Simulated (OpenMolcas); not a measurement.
**AlPNH4OF (SMILES [NH2][Al]([F])[PH]O): levels of theory compared**

Wanted: a comparison of 6 runs (HF/STO-3G, B2PLYP/def2-SVP, B3LYP/def2-SVP, M06-2X/def2-SVP, TPSS/def2-SVP, revPBE/def2-SVP) of AlPNH4OF. 

The calculation is run with OpenMolcas 26.06.

1 further run of the same task is left out (set aside as unsound or not needed).

## Step 1: The molecule

AlPNH4OF: 9 atoms, total charge 0, spin state singlet. SMILES: `[NH2][Al]([F])[PH]O`. The coordinates come from a PBE0-D4/def2-TZVP relaxation. This is one conformer, not always the lowest.

Bond lengths: N1–Al2 1.755 Å, Al2–F3 1.652 Å, Al2–P4 2.334 Å, P4–O5 1.677 Å, N1–H6 1.007 Å, N1–H7 1.006 Å, P4–H8 1.430 Å, O5–H9 0.960 Å. Angles: N1–Al2–F3 119.8°, N1–Al2–P4 121.0°, F3–Al2–P4 119.0°, Al2–P4–O5 96.2°, Al2–N1–H6 122.5°, Al2–N1–H7 126.3°, Al2–P4–H8 92.8°, O5–P4–H8 100.3°, P4–O5–H9 109.0°, H6–N1–H7 111.1°.

## Step 2: Energy and gradient at HF/STO-3G (run 1)

File geom.xyz:

```xyz
9

N      1.489200     1.004600    -0.185800
Al     0.882400    -0.572900     0.285200
F      1.905300    -1.677400     0.966000
P     -1.322700    -1.196100    -0.158400
O     -1.889900     0.351100    -0.471500
H      0.893900     1.722700    -0.565900
H      2.431700     1.338900    -0.072400
H     -1.643200    -1.310200     1.230300
H     -2.658100     0.293000    -1.044600
```

File job.input:

```
>>> EXPORT MOLCAS_PRINT=2
&gateway
baslib
$CurrDir
coord
geom.xyz
basis
STO-3G
group
NoSym
&seward
&scf
thresholds
1e-10 1e-07 1e-07 1e-05
prorbitals
1 1
&alaska
```

The basis set STO-3G is read from a file made from the Basis Set Exchange's data (not shown).

The run is started by

```sh
$ export MOLCAS_MEM=1860
$ pymolcas job.input > job.log
```

The program printed:

```text
--- Start Module: gateway ---
[...]
--- Stop Module: gateway /rc=_RC_ALL_IS_WELL_ ---
[...]
      Basis functions           37
[...]
--- Start Module: scf ---
[...]
       Convergence after  12 Iterations
[...]
::    Total SCF energy                               -803.9488702589
[...]
      Total spin, S                                     0.0000000000
[...]
      Total electronic charge=   56.000000
      Total            charge=   -0.000000
[...]
      Dipole Moment (debye):
      Origin of the operator (angstrom)=    0.0782   -0.5643    0.0950
                   X= -2.3786E-01               Y=  3.2286E-01               Z= -4.4515E-01           Total=  5.9914E-01
      Quadrupole Moment (debye*angstrom):
[...]
--- Stop Module: scf /rc=_RC_ALL_IS_WELL_ ---
--- Start Module: alaska ---
[...]
 *              Molecular gradients               *
 **************************************************
  Irreducible representation: a
 ------------------------------------------------------------------------------------------
                              X                       Y                       Z
 ------------------------------------------------------------------------------------------
  N1                1.44812781551469E-02    4.01697252833131E-02   -1.13438128640917E-02
  AL2               1.00903916390780E-02    7.21583716775620E-03    5.43391357675338E-03
  F3                1.64342518822753E-02   -2.27503434822953E-02    1.20621548462321E-02
  P4               -4.24206945494046E-02    1.69630974639858E-02   -2.64833148652484E-02
  O5               -2.06051827120008E-02   -2.80249227284699E-02   -2.44140317111681E-02
  H6                2.39656769410912E-03   -8.19354514635284E-03    3.42497640033423E-03
  H7               -8.62677064905437E-03   -5.35927710761674E-03   -9.01635139468726E-04
  H8                5.17999131233404E-04   -8.21470061657226E-03    2.24075292296231E-02
[...]
--- Stop Module: alaska /rc=_RC_ALL_IS_WELL_ ---
[...]
```

Run time: 2.7 s. Hardware: 1 thread of AMD EPYC 7R43 (Zen 3), shared host; peak memory 0.37 GiB.

## Step 3: The energy at B2PLYP/def2-SVP (run 2)

File input.xyz:

```xyz
9

N      1.489200     1.004600    -0.185800
Al     0.882400    -0.572900     0.285200
F      1.905300    -1.677400     0.966000
P     -1.322700    -1.196100    -0.158400
O     -1.889900     0.351100    -0.471500
H      0.893900     1.722700    -0.565900
H      2.431700     1.338900    -0.072400
H     -1.643200    -1.310200     1.230300
H     -2.658100     0.293000    -1.044600
```

File test.inp:

```
>>> EXPORT MOLCAS_PRINT=2
&GATEWAY
BasLib=$CurrDir
Coord=input.xyz
Basis=def2-SVP
Group=NoSym
&SEWARD
GridInput
Grid=UltraFine
End of Grid
&SCF
KSDFT=B2PLYP_SCF
Thresholds=1e-10 1e-07 1e-07 1e-05
PrOrbitals=0
&MBPT2
Frozen=13
```

The basis set def2-SVP is read from a file made from the Basis Set Exchange's data (not shown).

The run is started by

```sh
$ export MOLCAS_MEM=1860
$ pymolcas test.inp > test.log
```

The program printed:

```text
--- Start Module: gateway ---
[...]
--- Stop Module: gateway /rc=_RC_ALL_IS_WELL_ ---
[...]
      Basis functions           98
[...]
--- Start Module: scf ---
[...]
       Convergence after  14 Iterations
[...]
::    Total KS-DFT energy                            -815.0809163460
[...]
      Total spin, S                                     0.0000000000
[...]
      Total electronic charge=   56.000000
      Total            charge=   -0.000000
[...]
      Dipole Moment (debye):
      Origin of the operator (angstrom)=    0.0782   -0.5643    0.0950
                   X= -9.0505E-01               Y=  1.6565E+00               Z= -1.0111E+00           Total=  2.1414E+00
      Quadrupole Moment (debye*angstrom):
[...]
--- Stop Module: scf /rc=_RC_ALL_IS_WELL_ ---
[...]
--- Start Module: mbpt2 ---
[...]
 ###    WARNING: MP2 implementation intended for RHF references only         ###
 ###############################################################################
MBPT2 WARNING: Reference function according to RunFile:KS-DFT
I'll assume you know what you're doing and continue
WARNING!
Default frozen orbitals as non valence orbitals is overwritten by user input.
Default values:  10
[...]
       Reference weight ( Cref**2 )         =        0.74944
::    Total MBPT2 energy                             -815.9531864887
[...]
      Total MBPT2 calculations                           0.49      0.55
--- Stop Module: mbpt2 /rc=_RC_ALL_IS_WELL_ ---
[...]
```

Wall time 28 s (1 thread of AMD EPYC 7R43 (Zen 3), shared host); peak memory 0.54 GiB.

Runs 3 to 5 aren't shown in full; the table further down has their settings and results.

## Step 4: Energy and gradient at revPBE/def2-SVP (run 6)

File mol.inp:

```
* AlFH4NOP Kohn-Sham DFT
&GATEWAY
BASLIB=$CurrDir
COORD
9
angstrom
N        1.489200       1.004600      -0.185800
Al       0.882400      -0.572900       0.285200
F        1.905300      -1.677400       0.966000
P       -1.322700      -1.196100      -0.158400
O       -1.889900       0.351100      -0.471500
H        0.893900       1.722700      -0.565900
H        2.431700       1.338900      -0.072400
H       -1.643200      -1.310200       1.230300
H       -2.658100       0.293000      -1.044600
BASIS=def2-SVP
GROUP=NoSym
&SEWARD
GRIDINPUT
Grid=UltraFine
End of Grid
&SCF
KSDFT=revPBE
THRESHOLDS=1e-10 1e-07 1e-07 1e-05
PRORBITALS=1 2
&ALASKA
```

The basis set def2-SVP is read from a file made from the Basis Set Exchange's data (not shown).

The run is started by

```sh
$ export MOLCAS_MEM=1860
$ pymolcas mol.inp > mol.log
```

The program printed:

```text
--- Start Module: gateway ---
[...]
--- Stop Module: gateway /rc=_RC_ALL_IS_WELL_ ---
[...]
      Basis functions           98
[...]
--- Start Module: scf ---
[...]
       Convergence after  17 Iterations
[...]
::    Total KS-DFT energy                            -815.5644574306
[...]
      Total spin, S                                     0.0000000000
[...]
      Total electronic charge=   56.000000
      Total            charge=   -0.000000
[...]
      Dipole Moment (debye):
      Origin of the operator (angstrom)=    0.0782   -0.5643    0.0950
                   X= -8.6389E-01               Y=  1.8956E+00               Z= -1.0329E+00           Total=  2.3252E+00
      Quadrupole Moment (debye*angstrom):
[...]
--- Stop Module: scf /rc=_RC_ALL_IS_WELL_ ---
[...]
--- Start Module: alaska ---
[...]
 *              Molecular gradients               *
 **************************************************
  Irreducible representation: a
 ------------------------------------------------------------------------------------------
                              X                       Y                       Z
 ------------------------------------------------------------------------------------------
  N1                2.22080548883952E-04    2.99334372283333E-03   -1.04793447092799E-04
  AL2               1.37446634530367E-02   -4.23503616647258E-03    4.32123654089456E-03
  F3               -1.43163993617588E-02    1.52748748833584E-02   -9.36295755336403E-03
  P4               -2.74022033831933E-03    2.03742319940190E-02    5.88836750171318E-03
  O5               -3.99203283258043E-03   -2.31698763923411E-02   -3.87601915784724E-03
  H6                7.63191944262465E-03   -1.02294538503021E-02    5.27072539724349E-03
  H7               -1.30089920317751E-02   -5.36989648252462E-03   -1.25967197281540E-03
  H8                1.53377677524968E-03    2.25930861724866E-03   -9.72604659043608E-03
[...]
--- Stop Module: alaska /rc=_RC_ALL_IS_WELL_ ---
[...]
```

Run time: 43 s. Hardware: 1 thread of AMD EPYC 7R43 (Zen 3), shared host; peak memory 0.55 GiB.

## Step 5: The series

| run | level | task | frozen core orbitals | energy (Eh) | dipole moment (D) | HOMO energy (eV) | LUMO energy (eV) | wall time |
| --- | --- | --- | --- | --- | --- | --- | --- | --- |
| 1 | HF/STO-3G | gradient | – | -803.948870 | 0.60 | -6.10 | 9.55 | 2.7 s |
| 2 | B2PLYP/def2-SVP | energy | 13 | -815.316429 | 2.14 | -7.70 | 0.93 | 28 s |
| 3 | B3LYP/def2-SVP | gradient | – | -815.802826 | 2.24 | -6.46 | -0.47 | 38 s |
| 4 | M06-2X/def2-SVP | gradient | – | -815.645018 | 2.20 | -7.79 | 0.46 | 48 s |
| 5 | TPSS/def2-SVP | gradient | – | -815.822836 | 2.28 | -5.62 | -0.99 | 53 s |
| 6 | revPBE/def2-SVP | gradient | – | -815.564457 | 2.33 | -5.47 | -1.09 | 43 s |

## Step 6: Results

```
                       quantity          value
            run 6: total energy  -815.56446 Eh
           run 6: dipole moment         2.33 D
             run 6: HOMO energy       -5.47 eV
             run 6: LUMO energy       -1.09 eV
           run 6: HOMO–LUMO gap        4.39 eV
run 6: largest force on an atom     1.225 eV/Å
```

In words: The dipole moment (its size) runs from 0.60 D (HF/STO-3G) to 2.33 D (revPBE/def2-SVP). The two ends differ in method and basis. The HOMO–LUMO gap runs from 4.39 eV (revPBE/def2-SVP) to 15.65 eV (HF/STO-3G). For B2PLYP the log adds the whole second-order term; the table takes 0.27 of it, as the functional is defined. Totals of different functionals can't be ranked against each other. In run 1 the basis is minimal, so the values are rough. All runs together took 3.5 min, the longest 53 s.
